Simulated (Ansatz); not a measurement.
# Al3Ga (Pm-3m): test of the smearing width from a Python script

How much does the smearing width move the energy of Al3Ga (Pm-3m)? Aim: a test of the smearing width, for Al3Ga (Pm-3m), run from a script.

All numbers are computed with Ansatz 0.2.0 through its Python package. Level of theory: DFT r2SCAN, plane waves, PAW.

## (1) The system

It takes space group Pm-3m (No. 221, cubic). Conventional cell: a = 4.003 Å, b = 4.003 Å, c = 4.003 Å, α = 90.00°, β = 90.00°, γ = 90.00°. Al (site symmetry 4/mmm) is surrounded by 8 Al at 2.83 Å and 4 Ga at 2.83 Å. Ga (site symmetry m-3m) has 12 Al at 2.83 Å as nearest neighbours.

No structure file is read: the coordinates are typed or built in the script.

## (2) The script

smear.py

```python
# -*- coding: utf-8 -*-
"""Smearing width test for Al3Ga."""

import warnings

import ansatz as az
from ase import Atoms

XC = "r2SCAN"

warnings.simplefilter("ignore", az.DeckWarning)

atoms = Atoms(
    ["Al", "Al", "Al", "Ga"],
    scaled_positions=[
        [0.5, 0.5, 0.0],
        [0.0, 0.5, 0.5],
        [0.5, 0.0, 0.5],
        [0.0, 0.0, 0.0],
    ],
    cell=[
        [4.002792, 0.0, 0.0],
        [0.0, 4.002792, 0.0],
        [0.0, 0.0, 4.002792],
    ],
    pbc=True,
)
system = az.Crystal.from_ase(atoms)

calculation = system.calculation().functional(XC).kpoints(7).stress()

rows = []
for value in [0.3, 0.2, 0.1, 0.05]:
    r = calculation.occupations("fermi_dirac", width=value).run(threads=1, pin="off").report
    rows.append((value, r["free_energy_ev"] / len(r["lattice"]["sites"]), r["n_iterations"], sum(r["stress_gpa"][i][i] for i in range(3)) / 3, r["n_kpoints"]))

print("  width (eV)   F/atom (eV)    iterations       P (GPa)      k-points")
for row in rows:
    print(f"{str(row[0]):>12s}  {row[1]:12.5f}  {row[2]:12d}  {row[3]:12.3f}  {row[4]:12d}")

# the last row is the reference
for row in rows[:-1]:
    shift = 1000 * (row[1] - rows[-1][1])
    print(f"{row[0]}: {shift:+.2f} meV/atom" + ("  (within 1 meV)" if abs(shift) < 1 else ""))
```

## (3) The calls as engine input

The package turns the script's settings into the engine's input (first run):

```yaml
crystal:
  lattice:
    - [4.002792, 0.0, 0.0]
    - [0.0, 4.002792, 0.0]
    - [0.0, 0.0, 4.002792]
  atoms:
    - { symbol: Al, position: [0.5, 0.5, 0.0] }
    - { symbol: Al, position: [0.0, 0.5, 0.5] }
    - { symbol: Al, position: [0.5, 0.0, 0.5] }
    - { symbol: Ga, position: [0.0, 0.0, 0.0] }
kpoints:
  mp_grid:
    grid: [7, 7, 7]
hamiltonian:
  xc: r2scan
scf:
  occupations:
    method: fermi_dirac
    width: 0.3
output:
  stress: true
```

## (4) Launch

Launch:

```bash
$ python smear.py
```

Standard output:

```text
  width (eV)   F/atom (eV)    iterations       P (GPa)      k-points
         0.3   -1352.87520             7         0.948            20
         0.2   -1352.84516             7         0.771            20
         0.1   -1352.82588             7         0.718            20
        0.05   -1352.82029             7         0.719            20
0.3: -54.90 meV/atom
0.2: -24.86 meV/atom
0.1: -5.59 meV/atom
```

Wall time 15 s (1 thread of Arm Neoverse V1, shared host); peak memory 0.51 GiB.

## (5) Inputs of later runs

The engine's inputs for the other runs:

Run 2, against run 1:

```diff
@@ -19 +19 @@
-    width: 0.3
+    width: 0.2
```

Run 3, against run 1:

```diff
@@ -19 +19 @@
-    width: 0.3
+    width: 0.1
```

Run 4, against run 1:

```diff
@@ -19 +19 @@
-    width: 0.3
+    width: 0.05
```

Lines on the test bed's own set-up are left out of the output.

A comment line of the script is reworded here; the code is as run.

## (6) The runs side by side

One row for each of the 4 runs:

```csv
run,width (eV),energy from run 4 (meV/atom),the same at zero width (meV/atom),pressure (GPa),SCF cycles,CPU time (s)
1,0.3,-54.90,-3.55,0.95,7,3.6
2,0.2,-24.86,-2.35,0.77,7,3.4
3,0.1,-5.59,-0.66,0.72,7,3.4
4,0.05,0.00,0.00,0.72,7,3.3
```

Energies are free energies F = E - TS of the smeared occupations. 

## (7) What came out

| quantity | value |
| --- | --- |
| runs compared | 4 |
| last run but one, from the last | -5.59 meV/atom |
| within 5 meV/atom of the last run from | no earlier run |

In words: Going from 0.05 to 0.3 eV changes F by -54.9 meV an atom. With this scheme F falls roughly as the square of the width; the report's estimate for zero width (energy_sigma0_ev) moves by only -3.5 meV. The pressure moves from 0.72 to 0.95 GPa. Caveats:
- The mesh is modest for a metal, so energies can be off by several to tens of meV an atom and pressures by half a GPa or more; differences at equal mesh fare better.
- The smearing is wide enough that free energy and stress hold a thermal part of the electrons.
- The narrowest width needs the finest mesh, so the last row is no converged reference.
- Pressure is positive in compression.
- The structure comes from a database of computed cells and needn't be a stable or known phase.
